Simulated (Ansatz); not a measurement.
BGeH9Si2, SMILES [SiH3][SiH2][BH][GeH3], a geometry optimisation

Program: Ansatz 0.2.0, Python API.

The cells in order, each with its output:

In [1]:
```python
import itertools

import ansatz
from ase.data import atomic_numbers, covalent_radii
import numpy as np
```

In [2]:
```python
GEOMETRY = """
Si   -1.64320   -0.09750    1.30710
Si    0.25130   -1.07870    0.90910
B     1.38160    0.11620   -0.10220
Ge    0.91220    0.80370   -1.90240
H    -1.45000    1.16420    2.05620
H    -2.31740    0.31390    0.01030
H    -2.55120   -0.95030    2.05190
H     0.05780   -2.28030    0.12000
H     0.89440   -1.40530    2.23190
H     2.45560    0.44720    0.38800
H    -0.56560    0.20950   -2.22360
H     1.88750    0.35580   -2.95090
H     0.70750    2.36690   -1.88050
"""

molecule = ansatz.Crystal.molecule()
for line in GEOMETRY.strip().splitlines():
    symbol, *xyz = line.split()
    molecule = molecule.atom(symbol, [float(v) for v in xyz])

setup = molecule.calculation()
setup = setup.basis(gaussian="def2-SVP").functional("pbe")
symbols = [site.symbol for site in molecule.cartesian_sites]
start = np.array([site.position_ang for site in molecule.cartesian_sites], dtype=float)
data = setup.relax(force_tolerance=0.01).run().report
end = np.array(data["positions_ang"])
```

In [3]:
```python
for key in ("converged", "free_energy_ev", "reference_energy_ev", "n_frozen", "n_occupied", "n_virtual"):
    print(f"{key:22s} {data[key]}")

radius = [covalent_radii[atomic_numbers[s]] for s in symbols]
span = lambda where, i, j: np.linalg.norm(where[i] - where[j])
bonded = [(i, j) for i, j in itertools.combinations(range(len(symbols)), 2) if min(span(start, i, j), span(end, i, j)) < 1.2 * (radius[i] + radius[j])]
print("pair        before    after (A)")
for i, j in bonded:
    print(f"{symbols[i]}{i}-{symbols[j]}{j}".ljust(10), f"{span(start, i, j):8.4f} {span(end, i, j):8.4f}")
with open("bgeh9si2_opt.xyz", "w") as handle:
    handle.write(f"{len(symbols)}\nrelaxed BGeH9Si2\n")
    handle.writelines(f"{s:2s} {x:11.6f} {y:11.6f} {z:11.6f}\n" for s, (x, y, z) in zip(symbols, end))
```
```text
converged              True
free_energy_ev         -73063.79723973232
reference_energy_ev    -73063.79723973232
n_frozen               0
n_occupied             [37, 37]
n_virtual              [90, 90]
pair        before    after (A)
Si0-Si1      2.1703   2.3835
Si0-H4       1.4800   1.5049
Si0-H5       1.5184   1.5052
Si0-H6       1.4514   1.5066
Si1-B2       1.9308   1.9840
Si1-H7       1.4505   1.5075
Si1-H8       1.5067   1.5079
B2-Ge3       1.9834   2.0638
B2-H9        1.2261   1.2177
Ge3-H10      1.6248   1.5533
Ge3-H11      1.5004   1.5602
Ge3-H12      1.5767   1.5551
```

It writes `bgeh9si2_opt.xyz`:
```text
13
relaxed BGeH9Si2
Si   -1.659717   -0.026952    1.537735
Si    0.291218   -1.199895    0.831317
B     1.245167    0.282924   -0.078245
Ge    0.948442    0.744239   -2.067788
H    -1.293800    1.097538    2.468553
H    -2.391397    0.542477    0.352030
H    -2.573278   -0.981895    2.261053
H    -0.197103   -2.320142   -0.051384
H     0.916621   -1.774002    2.077578
H     1.964239    1.017798    0.574188
H    -0.228370   -0.016767   -2.737670
H     2.246891    0.334424   -2.829602
H     0.751586    2.265551   -2.322865
```

Notes:
- Total energies depend on the basis set; only differences at equal settings carry meaning.
- The end point is the stationary point reached from this start; no frequency run checks that it is a minimum, and the basis set is modest.
- Timing: 2.1 min on 1 thread of Arm Neoverse V1 (shared host), peak memory 0.24 GiB.

(Lines on the test bed's own set-up are left out of the output.)
